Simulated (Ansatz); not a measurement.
# ZrIn: the cost of one run

Method: DFT PBEsol, scalar-relativistic, plane waves, PAW, in Ansatz 0.2.0.

3 further runs of the same task are left out: 2 that didn't finish, 1 set aside as unsound or not needed.

### Step 1. The starting structure

It takes space group R-3m (No. 166, trigonal). Conventional cell: a = 3.178 Å, b = 3.178 Å, c = 15.172 Å, α = 90.00°, β = 90.00°, γ = 120.00°. Zr (site symmetry -3m) is surrounded by 6 In at 3.12 Å and 6 Zr at 3.18 Å. Around In (site symmetry -3m) lie 6 Zr at 3.12 Å and 6 In at 3.18 Å.

As a file:

```
Zr In
1.0
     1.58897    0.91739    5.05734
    -1.58897    0.91739    5.05734
     0.00000   -1.83478    5.05734
Zr In
1 1
Direct
  0.50000 0.50000 0.50000
  0.00000 0.00000 0.00000
```

It goes back to an entry of the Materials Project, which need not be the stable form.

It is the result of an earlier relaxation at this level (volume 22.12 Å³/atom; gap on the mesh: none (metal)).

### Step 2. Plan of the line

The energy is mapped over volume and the cell's shape.

The axes are (1) volume per atom: 5 values from 20.35 to 23.89 Å³; (2) c/a of the conventional cell: 5 values from 3.98 to 5.73.

Nothing else is relaxed (symmetry fixes all fractional coordinates). Energies count from the relaxed crystal. Points are written as (first, second).

### Step 3. Point (23.89 Å³, 3.98)

File input.yaml:

```yaml
crystal:
  lattice:
    - [1.7322248743, 1.0001004975, 4.5959390364]
    - [-1.7322248743, 1.0001004975, 4.5959390364]
    - [0.0, -2.0002009949, 4.5959390364]
  atoms:
    - { symbol: Zr, position: [0.5, 0.5, 0.5] }
    - { symbol: In, position: [0.0, 0.0, 0.0] }
basis:
  ecutwfc: 420
kpoints:
  mp_grid: { grid: [18, 18, 18] }
hamiltonian:
  xc: pbesol
  pseudopotentials: { kind: paw }
scf:
  occupations: { method: gaussian, width: 0.15 }
output:
  forces: true
  stress: true
  eigenvalues: true
```

The run is started by

```console
ansatz run input.yaml --threads 1 --pin off --max-ram 2048MiB --backend cpu --events-out ev --progress --plain --runs-dir out
```

**Question.** How long does this run take on 1 thread of Arm Neoverse N1, shared host, and how much memory does it need?

About 39 s, with a peak of 0.64 GiB.
